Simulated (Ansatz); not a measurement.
YSb, space group Fm-3m, a surface slab

Program: the Python package of Ansatz (0.2.0).

Run as a notebook:

```python
import warnings

import ansatz
from ase import Atoms
from ase.build import surface
import numpy as np
```

```python
warnings.simplefilter("ignore", ansatz.DeckWarning)
```

```python
atoms = Atoms(
    ["Y", "Sb"],
    scaled_positions=[
        [0.5, 0.5, 0.5],
        [0.0, 0.0, 0.0],
    ],
    cell=[
        [0.0, 3.095, 3.095],
        [3.095, 0.0, 3.095],
        [3.095, 3.095, 0.0],
    ],
    pbc=True,
)
slab = surface(atoms, (1, 0, 0), 2, vacuum=8.0)
slab.pbc = True
```

```python
print(slab.get_chemical_formula(), "area {:.3f} A^2, cell height {:.2f} A".format(np.linalg.norm(np.cross(slab.cell[0], slab.cell[1])), slab.cell[2, 2]))
```

    Sb2Y2 area 16.591 A^2, cell height 21.36 A

```python
def prepared(structure):
    return (
        ansatz.Crystal.from_ase(structure).calculation()
        .functional(ansatz.Functional.PBESOL)
        .basis(18 * ansatz.Ha, xc_grid=2)
        .accuracy("medium")
        .occupations(ansatz.OccupationsMethod.FERMI_DIRAC, width=0.1)
        .mixing("msr1")
        .scf(tolerance=1e-05)
    )
```

```python
base = (
    prepared(slab)
    .kpoints(5, 5, 1)
    .electric_field(axis=3, dipole_correction=True)
    .potential()
    .forces()
)
result = base.run(threads=1)
report = result.report
```

    RunWarning: The output density's exchange-correlation potential varies sharply where the density is thin. Do not read a vacuum level from v_tot or v_xc, or from such a field of the output density. On [...]

```python
report["n_electrons"]
```

    52.0

```python
{key: value for key, value in report.items() if isinstance(value, (int, float)) and "ev" in key}
```

    {'n_hpsi_unsolved_levels': 75,
     'gap_by_band_count_ev': -0.4204928234302663,
     'fermi_energy_ev': 0.5403163828302411,
     'harris_foulkes_ev': -20407.16873453926,
     'scf_correction_max_component_ev_ang': 0.03534849076063097,
     'free_energy_ev': -20407.168734424908,
     'internal_energy_ev': -20406.978969703552,
     'lagrangian_ev': -20407.168734424908,
     'energy_sigma0_ev': -20407.07385206423,
     'lagrangian_sigma0_ev': -20407.07385206423,
     'lagrangian_above_aufbau_ev': -0.11213633053788966,
     'entropy_ts_ev': 0.1897647213555756,
     'loop_fermi_energy_ev': 0.5403163828302411,
     'occupations_fermi_energy_ev': 0.5403163828295653}

```python
print(f"slab free energy {report['free_energy_ev']:.4f} eV, Fermi level {report['fermi_energy_ev']:.3f} eV")
for key, value in report["work_function"].items():
    if isinstance(value, float):
        print(f"{key:34s} {value:12.5f}")
```

    slab free energy -20407.1687 eV, Fermi level 0.540 eV
    ramp_position                           0.95000
    ramp_width                              0.10000
    amplitude_v_ang                         0.00000
    dipole_field_v_ang                      0.09245
    dipole_moment_e_ang                     0.18106
    phi_plus_ev                             3.37108
    phi_minus_ev                            5.34596
    vacuum_level_plus_ev                    3.91140
    vacuum_level_minus_ev                   5.88627
    flatness_plus_ev_ang                    0.00094
    flatness_minus_ev_ang                   0.00003
    ramp_density_extremum_e_ang3            0.00001
    ramp_density_minimum_e_ang3            -0.00000
    ramp_density_bound_e_ang3               0.00001
    ramp_density_effective_e_ang3           0.00001
    plane_spacing_ang                       0.13350

```python
v = result.potential()
profile = (v.v_es_ev + (0 if v.v_field_ev is None else v.v_field_ev)).mean(axis=(0, 1))
height = result.lattice.cell_ang[2][2]
print("z (A)   planar potential less the Fermi level (eV)")
for i in range(0, len(profile), max(len(profile) // 24, 1)):
    print(f"{i * height / len(profile):6.2f} {profile[i] - report['fermi_energy_ev']:9.3f}")
```

    z (A)   planar potential less the Fermi level (eV)
      0.00     4.359
      0.80     5.102
      1.60     5.350
      2.40     5.350
      3.20     5.350
      4.01     5.349
      4.81     5.343
      5.61     5.289
      6.41     4.811
      7.21     0.893
      8.01    -3.305
      8.81    -2.611
      9.61    -7.417
     10.41    -4.484
     11.21    -4.111
     12.02    -4.031
     12.82    -5.683
     13.62    -8.015
     14.42    -0.346
     15.22     2.330
     16.02     3.114
     16.82     3.312
     17.62     3.357
     18.42     3.366
     19.22     3.368
     20.03     3.369
     20.83     3.864

Reading the output:
- These settings explore the input space; cutoff and mesh may be short of convergence.
- No spin polarisation was allowed.
- The mesh is modest for a metal, so energies can be off by several to tens of meV an atom and pressures by half a GPa or more; differences at equal mesh fare better.
- Only differences from the Fermi energy are physical; the zero of the scale is a convention.
- A gap by band count of zero or less means overlapping bands, a metal.
- Of the deposited cell: the entry's cell lengths or inner coordinates differ somewhat from later room-temperature determinations.
- The starting cell is as deposited in a crystallographic database; the results hold for this polymorph, which needn't be the stable one.
- Levels are Kohn-Sham eigenvalues on this mesh, without spin-orbit coupling.
- Warnings are shown shortened and without file and line.
- The slab is thin and cut from the structure as given; a cut can leave two unlike or polar faces, and the surface energy is then their mean. Miller indices refer to the vectors of the cell as typed, and the lattice isn't relaxed for this functional, so relaxation and surface energy can hold strain.
- The script silences the warnings on its input, which a real study should read.
- The whole script took 3.3 s on 1 thread of AMD EPYC 9R45 96-Core Processor (Zen 5), with other jobs on the host, peak memory 0.65 GiB.

(Lines on the test bed's own set-up are left out of the output.)
